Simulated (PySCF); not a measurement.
**C₂H₆O₃Si: geometry, spin-spin couplings**

Wanted: the spin-spin couplings of C₂H₆O₃Si (`CC(=O)O[SiH2]O`), by calculation.

Computed with PySCF 2.14.0, with density-fitted response routines of our own, on a single molecule in the gas phase. Atoms count from 0, in the outputs and in this text.

## (1) The starting structure

12 atoms, charge 0, multiplicity 1; geometry from: GFN2-xTB. The atoms were then displaced at random by about 0.01 Å, so the start is not that level's minimum.

Bonds of the start (Å): C0–C1 1.53, C1–O2 1.21, C1–O3 1.30, O3–Si4 1.72, Si4–O5 1.61, C0–H6 1.07, C0–H7 1.08, C0–H8 1.11, Si4–H9 1.46, Si4–H10 1.44, O5–H11 0.98.

## (2) Optimising the geometry at PBE0-D3(BJ)/def2-SVP

The job: settings as JSON, then the geometry in Å.

```
{"job": {"xc": "PBE0", "basis": "def2-SVP", "d3": "d3bj", "grid": 1, "shake": 0.01, "kind": "geom"}, "charge": 0, "multiplicity": 1}
C      2.121610     0.014160     0.194590
C      0.625340    -0.260190     0.315610
O      0.154550    -1.094440     1.051000
O     -0.074700     0.491160    -0.484910
Si    -1.779300     0.449440    -0.681840
O     -2.440820    -0.680150     0.252920
H      2.643540    -0.346980     1.055180
H      2.489390    -0.447140    -0.711470
H      2.255760     1.114750     0.101830
H     -2.183840     1.782030    -0.227590
H     -1.944610     0.128820    -2.071030
H     -1.827240    -1.179720     0.829080
```

On the command line:

```bash
$ OMP_NUM_THREADS=1 python probes_run.py task.json out
```

This one command runs all jobs of the session in turn.

What it wrote:

```text
step   0  E = -594.31287283  max force = 0.031424
step   1  E = -594.31815505  max force = 0.006909
step   2  E = -594.31856456  max force = 0.003539
step   3  E = -594.31854071  max force = 0.004330
step   4  E = -594.31866698  max force = 0.001691
step   5  E = -594.31867763  max force = 0.000589
step   6  E = -594.31869459  max force = 0.000336
step   7  E = -594.31874079  max force = 0.000496
step   8  E = -594.31878565  max force = 0.000815
step   9  E = -594.31882810  max force = 0.000876
step  10  E = -594.31884913  max force = 0.000480
step  11  E = -594.31885744  max force = 0.000446
optimisation converged
```

It took 64 s on 1 thread of Arm Neoverse V1, shared host; peak memory 0.51 GiB.

Step by step:

```
step  energy from step 0 (eV)  largest force component (eV/Å)
   0                   0.0000                          1.6159
   1                  -0.1437                          0.3553
   2                  -0.1549                          0.1820
   3                  -0.1542                          0.2227
   4                  -0.1577                          0.0870
   5                  -0.1580                          0.0303
   6                  -0.1584                          0.0173
   7                  -0.1597                          0.0255
   8                  -0.1609                          0.0419
   9                  -0.1621                          0.0450
  10                  -0.1626                          0.0247
  11                  -0.1628                          0.0229
```

Distances of close pairs at the start and the end, largest changes first:

```
   bond  before (Å)  after (Å)  change (Å)
Si4–H10       1.435      1.485      +0.050
 Si4–O5       1.609      1.641      +0.032
  C1–O3       1.302      1.333      +0.031
  C0–C1       1.526      1.497      -0.029
  C0–H6       1.069      1.095      +0.026
 Si4–H9       1.465      1.486      +0.021
  C0–H7       1.081      1.100      +0.019
  C0–H8       1.113      1.100      -0.013
```

The next job starts from the end point, and lists it.

```csv
at the end point,value
"rotational constants (GHz, main isotopes)","6.332, 1.945, 1.530"
dipole moment (D),2.62
```

## (3) Indirect couplings: B3LYP/cc-pVTZ

The job: settings as JSON, then the geometry in Å.

```
{"job": {"kind": "j", "xc": "B3LYP", "basis": "cc-pVTZ"}, "charge": 0, "multiplicity": 1}
C      2.123146    -0.057064     0.039862
C      0.663701    -0.283744     0.283444
O      0.226010    -1.031634     1.129160
O     -0.108035     0.427840    -0.538291
Si    -1.824657     0.470934    -0.560285
O     -2.404531    -0.595766     0.543453
H      2.718372    -0.652485     0.740350
H      2.367051    -0.329716    -0.997437
H      2.352494     1.012435     0.153350
H     -2.188474     1.879141    -0.254365
H     -2.208433     0.120809    -1.951916
H     -1.669006    -1.004102     1.039251
```

Level: B3LYP/cc-pVTZ indirect spin-spin coupling, non-relativistic, gas phase.

What it wrote:

```text
coarse grid: 10776 points
cycle   1  E = -594.9876161266  dE =  8.675e-01  |g| = 1.269e+00  |ddm| = 6.851e+00
cycle   2  E = -594.3801861316  dE =  6.074e-01  |g| = 2.219e+00  |ddm| = 3.809e+00
cycle   3  E = -595.2399464341  dE = -8.598e-01  |g| = 3.345e-01  |ddm| = 2.590e+00
cycle   4  E = -595.2587071640  dE = -1.876e-02  |g| = 1.352e-01  |ddm| = 4.776e-01
cycle   5  E = -595.2614663415  dE = -2.759e-03  |g| = 3.723e-02  |ddm| = 1.591e-01
cycle   6  E = -595.2617449138  dE = -2.786e-04  |g| = 8.451e-03  |ddm| = 6.004e-02
cycle   7  E = -595.2617564210  dE = -1.151e-05  |g| = 3.184e-03  |ddm| = 1.213e-02
cycle   8  E = -595.2617581341  dE = -1.713e-06  |g| = 7.480e-04  |ddm| = 4.186e-03
final grid: 100200 points
cycle   9  E = -595.2485841049  dE = -5.689e-05  |g| = 5.235e-03  |ddm| = 7.606e-02
cycle  10  E = -595.2485754270  dE =  8.678e-06  |g| = 8.614e-03  |ddm| = 1.806e-02
cycle  11  E = -595.2485891614  dE = -1.373e-05  |g| = 1.616e-03  |ddm| = 1.075e-02
cycle  12  E = -595.2485896023  dE = -4.410e-07  |g| = 4.065e-04  |ddm| = 2.232e-03
cycle  13  E = -595.2485896255  dE = -2.311e-08  |g| = 2.034e-04  |ddm| = 5.944e-04
cycle  14  E = -595.2485896326  dE = -7.158e-09  |g| = 3.033e-05  |ddm| = 2.550e-04
cycle  15  E = -595.2485896328  dE = -1.710e-10  |g| = 8.411e-06  |ddm| = 5.059e-05
converged SCF energy = -595.2485896328

Indirect spin-spin couplings (Hz)
  i      j    bonds     total        FC       PSO       DSO        SD
  0 C    1 C    1     53.893    55.359    -1.760     0.295         -
  0 C    2 O    2     -2.478    -3.644     1.129     0.037         -
  0 C    3 O    2    -15.640   -16.235     0.604    -0.009         -
  0 C    4 Si   3     -2.070    -1.906    -0.125     0.059    -0.098
  0 C    5 O    4     -0.214    -0.229    -0.024     0.039         -
  0 C    6 H    1    126.646   124.803     1.189     0.653         -
  0 C    7 H    1    118.259   116.199     1.383     0.676         -
  0 C    8 H    1    118.477   116.422     1.378     0.676         -
  0 C    9 H    4      0.419     0.475     0.171    -0.227         -
  0 C   10 H    4      0.440     0.498     0.176    -0.234         -
  0 C   11 H    5     -0.299    -0.287     0.165    -0.177         -
  1 C    2 O    1     14.185     1.071    13.237    -0.123         -
  1 C    3 O    1     29.615    23.224     6.584    -0.193         -
  1 C    4 Si   2      3.278     3.135     0.124     0.025    -0.006
  1 C    5 O    3      0.207     0.130     0.069     0.008         -
  1 C    6 H    2     -3.482    -3.157    -0.399     0.074         -
  1 C    7 H    2     -6.086    -6.119    -0.096     0.129         -
  1 C    8 H    2     -6.072    -6.096    -0.103     0.126         -
  1 C    9 H    3      0.661     0.821     0.135    -0.294         -
  1 C   10 H    3      1.122     1.293     0.154    -0.325         -
  2 O    4 Si   3     -0.152    -0.036    -0.104    -0.008    -0.004
  2 O    6 H    3     -0.560    -1.023     0.460     0.003         -
  2 O    7 H    3     -1.048    -1.271    -0.027     0.250         -
  2 O    8 H    3     -1.093    -1.324    -0.023     0.253         -
  2 O   11 H    5      3.992     3.852     0.791    -0.651         -
  3 O    4 Si   1    -27.190   -23.772    -4.254     0.072     0.763
  3 O    6 H    3     -7.496    -7.653    -0.092     0.249         -
  3 O    7 H    3      0.423     0.396     0.082    -0.056         -
  3 O    8 H    3      0.397     0.368     0.088    -0.059         -
  3 O    9 H    2     -9.770    -9.919     0.099     0.049         -
  3 O   10 H    2    -10.349   -10.490     0.094     0.047         -
  3 O   11 H    3     -0.876    -1.139     0.368    -0.106         -
  4 Si   5 O    1    -31.008   -23.366    -8.150     0.044     0.463
  4 Si   6 H    4     -1.882    -1.884    -0.232     0.256    -0.023
  4 Si   7 H    4      0.224     0.274    -0.180     0.172    -0.043
  4 Si   8 H    4      0.213     0.261    -0.175     0.167    -0.040
  4 Si   9 H    1   -205.730  -206.492     1.243    -0.359    -0.122
  4 Si  10 H    1   -207.577  -208.325     1.231    -0.358    -0.125
  4 Si  11 H    2      4.704     3.563     0.887     0.300    -0.046
  5 O    9 H    2     -8.323    -8.587     0.053     0.211         -
  5 O   10 H    2     -9.375    -9.629     0.048     0.207         -
  5 O   11 H    1    -67.377   -56.936    -9.916    -0.525         -
  6 H    7 H    2    -10.230   -10.165     2.576    -2.642         -
  6 H    8 H    2    -10.005    -9.938     2.582    -2.650         -
  6 H    9 H    5     -0.166     0.091     0.819    -1.076         -
  6 H   10 H    5     -0.190     0.082     0.839    -1.111         -
  7 H    8 H    2    -16.943   -16.988     2.346    -2.301         -
  8 H   10 H    5     -0.150     0.117     0.651    -0.918         -
  9 H   10 H    2     32.362    33.640     0.623    -1.901         -
  9 H   11 H    3     -0.259     0.743     1.458    -2.460         -
 10 H   11 H    3      0.666     1.743     1.599    -2.675         -
```

Run time: 44 s. Hardware: 1 thread of Arm Neoverse V1, shared host; peak memory 1 GiB.

This basis has no tight s functions, so the Fermi-contact terms are rough.

Beyond four bonds or across contacts, the largest of 1 Hz or more: O2–H11 4.0 Hz.

A choice of the couplings up to four bonds, sorted by the number of bonds, with means over like pairs; isotopes 13C, 1H, 17O, 29Si:

| pair | bonds | J (Hz) | Fermi contact (Hz) | dihedral (°) |
| --- | --- | --- | --- | --- |
| Si4–H9 | 1 | -206.7 | -207.4 | – |
| C0–H6 | 1 | 121.1 | 119.1 | – |
| O5–H11 | 1 | -67.4 | -56.9 | – |
| C0–C1 | 1 | 53.9 | 55.4 | – |
| Si4–O5 | 1 | -31.0 | -23.4 | – |
| C1–O3 | 1 | 29.6 | 23.2 | – |
| O3–Si4 | 1 | -27.2 | -23.8 | – |
| C1–O2 | 1 | 14.2 | 1.1 | – |
| H9–H10 | 2 | 32.4 | 33.6 | – |
| C0–O3 | 2 | -15.6 | -16.2 | – |
| H6–H7 | 2 | -12.4 | -12.4 | – |
| O3–H9 | 2 | -10.1 | -10.2 | – |
| O5–H9 | 2 | -8.8 | -9.1 | – |
| C1–H6 | 2 | -5.2 | -5.1 | – |
| Si4–H11 | 2 | 4.7 | 3.6 | – |
| C1–Si4 | 2 | 3.3 | 3.1 | – |
| C0–O2 | 2 | -2.5 | -3.6 | – |
| O3–H6 | 3 | -2.2 | -2.3 | – |
| C0–Si4 | 3 | -2.1 | -1.9 | -179 |

Means hide unlike values in this fixed geometry: H6–H7 from -16.9 to -10.0 Hz; O3–H6 from -7.5 to 0.4 Hz. They hold only if the pairs exchange fast.

The spin-dipole term was solved for some atoms only; pairs without it lack that part.

The response was solved for the nuclei of C, H, Si alone, so couplings that need other nuclei can be missing.

Quadrupole couplings from the field gradients of the same density:

```
atom  isotope  eQq/h (MHz)     η
  O2      17O        9.293  0.13
  O3      17O       -8.104  0.17
  O5      17O       -7.253  0.66
```

## (4) J couplings: B3LYP/6-31G*

Settings changed since step 3:

```diff
@@ -1,2 +1,2 @@
-{"job": {"kind": "j", "xc": "B3LYP", "basis": "cc-pVTZ"}, "charge": 0, "multiplicity": 1}
+{"job": {"kind": "j", "xc": "B3LYP", "basis": "6-31G*"}, "charge": 0, "multiplicity": 1}
 C      2.123146    -0.057064     0.039862
```

Level: B3LYP/6-31G* indirect spin-spin coupling, non-relativistic, gas phase.

What it wrote:

```text
coarse grid: 10776 points
cycle   1  E = -594.8724326034  dE =  8.883e-01  |g| = 1.191e+00  |ddm| = 3.246e+00
cycle   2  E = -594.3245662082  dE =  5.479e-01  |g| = 2.057e+00  |ddm| = 2.367e+00
cycle   3  E = -595.1171250756  dE = -7.926e-01  |g| = 3.327e-01  |ddm| = 1.727e+00
cycle   4  E = -595.1377317531  dE = -2.061e-02  |g| = 1.121e-01  |ddm| = 3.168e-01
cycle   5  E = -595.1398229724  dE = -2.091e-03  |g| = 3.099e-02  |ddm| = 8.924e-02
cycle   6  E = -595.1400391071  dE = -2.161e-04  |g| = 6.740e-03  |ddm| = 2.884e-02
cycle   7  E = -595.1400474347  dE = -8.328e-06  |g| = 2.437e-03  |ddm| = 6.038e-03
final grid: 100200 points
cycle   8  E = -595.0756033816  dE = -1.342e-05  |g| = 4.585e-03  |ddm| = 1.401e-02
cycle   9  E = -595.0755952058  dE =  8.176e-06  |g| = 7.979e-03  |ddm| = 9.360e-03
cycle  10  E = -595.0756076868  dE = -1.248e-05  |g| = 1.261e-03  |ddm| = 6.135e-03
cycle  11  E = -595.0756079942  dE = -3.073e-07  |g| = 2.549e-04  |ddm| = 1.000e-03
cycle  12  E = -595.0756080049  dE = -1.069e-08  |g| = 9.754e-05  |ddm| = 2.530e-04
cycle  13  E = -595.0756080068  dE = -1.907e-09  |g| = 2.188e-05  |ddm| = 8.873e-05
cycle  14  E = -595.0756080069  dE = -1.114e-10  |g| = 5.428e-06  |ddm| = 2.329e-05
converged SCF energy = -595.0756080069

Indirect spin-spin couplings (Hz)
  i      j    bonds     total        FC       PSO       DSO        SD
  0 C    1 C    1     72.495    73.630    -1.431     0.296         -
  0 C    2 O    2     -3.118    -4.116     0.964     0.035         -
  0 C    3 O    2    -13.760   -14.231     0.480    -0.010         -
  0 C    4 Si   3     -2.203    -2.079    -0.097     0.059    -0.086
  0 C    5 O    4     -0.330    -0.350    -0.018     0.038         -
  0 C    6 H    1    152.269   150.752     0.798     0.719         -
  0 C    7 H    1    144.133   142.453     0.941     0.739         -
  0 C    8 H    1    144.306   142.629     0.937     0.739         -
  0 C    9 H    4      0.345     0.435     0.135    -0.226         -
  0 C   10 H    4      0.373     0.467     0.138    -0.232         -
  0 C   11 H    5     -0.296    -0.276     0.160    -0.180         -
  1 C    2 O    1      9.709    -2.000    11.849    -0.140         -
  1 C    3 O    1     14.878     9.511     5.568    -0.202         -
  1 C    4 Si   2      2.400     2.227     0.165     0.025    -0.017
  1 C    5 O    3      0.167     0.099     0.063     0.006         -
  1 C    6 H    2     -3.455    -3.212    -0.326     0.083         -
  1 C    7 H    2     -5.427    -5.473    -0.095     0.141         -
  1 C    8 H    2     -5.406    -5.444    -0.101     0.139         -
  1 C    9 H    3      0.685     0.923     0.051    -0.290         -
  1 C   10 H    3      1.056     1.311     0.065    -0.320         -
  2 O    4 Si   3      0.002     0.125    -0.114    -0.007    -0.002
  2 O    6 H    3     -0.388    -0.815     0.431    -0.004         -
  2 O    7 H    3     -2.107    -2.387     0.039     0.241         -
  2 O    8 H    3     -2.116    -2.402     0.041     0.244         -
  2 O   11 H    5      3.609     3.769     0.474    -0.634         -
  3 O    4 Si   1    -19.141   -16.338    -3.466     0.073     0.589
  3 O    6 H    3     -6.502    -6.694    -0.051     0.244         -
  3 O    7 H    3      0.081     0.040     0.100    -0.058         -
  3 O    8 H    3      0.067     0.024     0.104    -0.061         -
  3 O    9 H    2     -9.064    -9.181     0.072     0.045         -
  3 O   10 H    2     -9.457    -9.569     0.068     0.043         -
  3 O   11 H    3     -0.947    -1.191     0.357    -0.113         -
  4 Si   5 O    1    -18.144   -11.698    -6.821     0.047     0.327
  4 Si   6 H    4     -1.447    -1.551    -0.127     0.255    -0.024
  4 Si   7 H    4      0.334     0.294    -0.084     0.171    -0.047
  4 Si   8 H    4      0.323     0.282    -0.081     0.166    -0.044
  4 Si   9 H    1   -226.601  -226.825     1.142    -0.389    -0.530
  4 Si  10 H    1   -228.312  -228.534     1.144    -0.388    -0.534
  4 Si  11 H    2      2.502     1.244     1.035     0.289    -0.066
  5 O    9 H    2     -8.377    -8.660     0.079     0.204         -
  5 O   10 H    2     -9.219    -9.495     0.075     0.200         -
  5 O   11 H    1    -82.037   -72.659    -8.745    -0.633         -
  6 H    7 H    2    -14.713   -13.607     1.409    -2.515         -
  6 H    8 H    2    -14.497   -13.386     1.412    -2.523         -
  6 H    9 H    5     -0.420     0.079     0.565    -1.065         -
  6 H   10 H    5     -0.451     0.070     0.579    -1.100         -
  7 H    8 H    2    -20.940   -20.078     1.313    -2.174         -
  7 H    9 H    5     -0.338     0.140     0.462    -0.940         -
  7 H   11 H    6     -0.239     0.038     0.458    -0.735         -
  8 H   10 H    5     -0.360     0.107     0.440    -0.907         -
  8 H   11 H    6     -0.245     0.042     0.472    -0.759         -
  9 H   10 H    2     34.005    35.745     0.084    -1.824         -
  9 H   11 H    3     -1.009     0.595     0.808    -2.412         -
 10 H   11 H    3     -0.074     1.639     0.913    -2.627         -
```

Wall time 10 s (1 thread of Arm Neoverse V1, shared host); peak memory 0.56 GiB.

This basis has no tight s functions, so the Fermi-contact terms are rough.

Key values: J(Si4,H9) -227.5 Hz, J(C0,H6) 146.9 Hz, J(O5,H11) -82.0 Hz (means over like pairs).

## (5) Run by run: spin-spin couplings

Couplings (Hz), each a mean over the pairs like the one named, with basis size and wall time:

```
          run  Si4–H9  C0–H6  O5–H11  C0–C1  H9–H10  Si4–O5  O3–Si4  functions  time
B3LYP/cc-pVTZ  -206.7  121.1   -67.4   53.9    32.4   -31.0   -27.2        268  44 s
 B3LYP/6-31G*  -227.5  146.9   -82.0   72.5    34.0   -18.1   -19.1        100  10 s
```

## (6) Results

```
                                     quantity                                              value
         rotational constants (main isotopes)                               6.33, 1.95, 1.53 GHz
largest coupling of the table (B3LYP/cc-pVTZ)  1J(Si,H) Si4–H9, -206.7 Hz (mean over like pairs)
     range of J(Si4,H9), mean over like pairs                                -227.5 to -206.7 Hz
```

**Reading.** The start of the PBE0/def2-SVP relaxation was shaken at random by about 0.01 Å, so part of the energy gained, and of the first lengths quoted, undoes that. Over 11 steps the energy fell by 0.163 eV; of the close pairs, Si4–H10 changed most, 1.435 to 1.485 Å. In the run at B3LYP/cc-pVTZ, the largest coupling of the table is Si4–H9 (mean over like pairs), -206.7 Hz, of which the Fermi-contact term gives -207.4 Hz. Couplings across rotatable bonds belong to this one conformer; where others are populated, the observed values are averages. The coupling Si4–H9, as a mean over pairs of its kind, runs from -227.5 Hz (B3LYP/6-31G*) to -206.7 Hz (B3LYP/cc-pVTZ). Couplings from bases without tight functions are rough.
